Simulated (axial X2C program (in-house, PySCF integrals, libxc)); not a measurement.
**A two-component session on SeSi⁺: properties at the nuclei**

Wanted for SeSi⁺: properties at the nuclei, at the two-component level.

Computed with an in-house X2C program for linear molecules on PySCF integrals. Level: two-component X2C with atomic mean-field terms, Se dyall-cv3z, Si dyall-v3z.

All values are calculated.

## Step 1: Set-up

task.json reads:

```json
{"zs": [34, 14], "q": 1, "bas": ["dyall-cv3z", "dyall-v3z"], "r0": 2.14, "levels": ["PBE0", "HF", "PBE50", "BHandHLYP", "B3LYP"], "nst": 3}
```

Keys: zs atomic numbers; q charge; bas basis sets; r0 starting distance in Å; levels methods (HF also brings MP2); nst determinants followed.

Launch:

```bash
> python soeom.py task.json out
```

Nuclei are Gaussian, cores are contracted, and the Gaunt term is on.

## Step 2: Expectation values, lowest determinant

R = 2.209 Å. State: Ω = 3/2 (excess of +ω over −ω: ω = 3/2).

Output of the PBE0 run:

```text
two-component X2C + atomic mean field  PBE0
basis functions 148  fitting functions 888  grid points 5077
iter        total energy     max residual
   1      -2718.464398668     3.13e-05
   2      -2718.464398677     1.31e-05
   3      -2718.464398679     7.04e-06
converged
one-electron -3994.66644245  Coulomb 1271.96969916  exact exchange -26.73251025  xc functional -82.13111661  nuclear repulsion 114.02822653  atomic mean-field constant -0.93225505
```

The highest occupied spinor is 70% Se p, 22% Si p, 4% Si d.

```csv
level,Eeff magnitude (GV/cm),Ws magnitude Se (kHz),A∥/gI Se (MHz),qzz Se (a.u.),A∥/gI Si (MHz),qzz Si (a.u.)
PBE0,0.233,0.0548,344,-2.49,32.1,-1.80
HF,0.536,0.138,334,-1.95,32.1,-2.06
PBE50,0.29,0.0706,346,-2.25,30.3,-1.89
BHandHLYP,0.258,0.0613,364,-2.27,30.5,-1.94
B3LYP,0.194,0.0439,369,-2.56,33,-1.83
```

Eeff is the effective electric field on the electron dipole moment in this Ω state and Ws the scalar–pseudoscalar constant (defined with the proton number Z and per Ω); A∥ is the parallel hyperfine constant, which follows by multiplying with the nuclear g factor gI = μI/(I μN); qzz is the electric field gradient, eQq0 = 234.96 MHz × Q/barn × qzz. The operators were transformed with the bare-nucleus X2C matrices.

## Step 3: Expectation values, a higher determinant

R = 2.209 Å. State: Ω = 1/2 (excess of +ω over −ω: ω = 1/2), 0.17 eV above the lowest in the PBE0 search for states (made at or near this distance, with looser thresholds).

Output of the PBE0 run:

```text
two-component X2C + atomic mean field  PBE0
basis functions 148  fitting functions 888  grid points 5077
iter        total energy     max residual
   1      -2718.458274160     9.01e-05
   2      -2718.458274288     5.84e-05
   3      -2718.458274342     4.55e-05
   4      -2718.458274347     2.98e-05
   5      -2718.458274356     9.81e-06
converged
one-electron -3994.57533623  Coulomb 1271.88047450  exact exchange -26.73134140  xc functional -82.12804271  nuclear repulsion 114.02822653  atomic mean-field constant -0.93225505
```

The highest occupied spinor is 70% Se p, 23% Si p, 4% Si d.

```
    level  Eeff magnitude (GV/cm)  Ws magnitude Se (kHz)  A∥/gI Se (MHz)  qzz Se (a.u.)  A∥/gI Si (MHz)  qzz Si (a.u.)
     PBE0                   0.368                  0.312            1880          -2.46             151          -1.71
       HF                   0.781                  0.526            1640          -1.79             197          -1.84
    PBE50                   0.414                   0.35            1890          -2.33             133          -1.81
BHandHLYP                    0.49                  0.412            1870          -2.32             134          -1.85
    B3LYP                    0.44                  0.366            1820          -2.42             161          -1.72
```

## Step 4: What came out

| quantity | value |
| --- | --- |
| lowest determinant | Ω = 3/2 (excess of +ω over −ω: ω = 3/2) |
| Eeff magnitude (GV/cm), PBE0 | 0.233 |
| Ws magnitude Se (kHz), PBE0 | 0.0548 |
| A∥/gI Se (MHz), PBE0 | 344 |
| qzz Se (a.u.), PBE0 | -2.49 |
| higher determinant | Ω = 1/2 (excess of +ω over −ω: ω = 1/2) |
| Eeff magnitude (GV/cm), PBE0, higher determinant | 0.368 |
| Ws magnitude Se (kHz), PBE0, higher determinant | 0.312 |
| A∥/gI Se (MHz), PBE0, higher determinant | 1880 |
| qzz Se (a.u.), PBE0, higher determinant | -2.46 |

In words: In the first state, the effective field runs from 0.194 to 0.536 GV/cm over the mean-field levels, so the levels don't agree on it. The expectation values come from single determinants, which for open shells can mix terms of unlike spin or miss the lowest Ω, so a determinant need not be a state. Eeff is the effective electric field on the electron dipole moment in this Ω state and Ws the scalar–pseudoscalar constant (defined with the proton number Z and per Ω); A∥ is the parallel hyperfine constant, which follows by multiplying with the nuclear g factor gI = μI/(I μN); qzz is the electric field gradient, eQq0 = 234.96 MHz × Q/barn × qzz. The operators were transformed with the bare-nucleus X2C matrices.
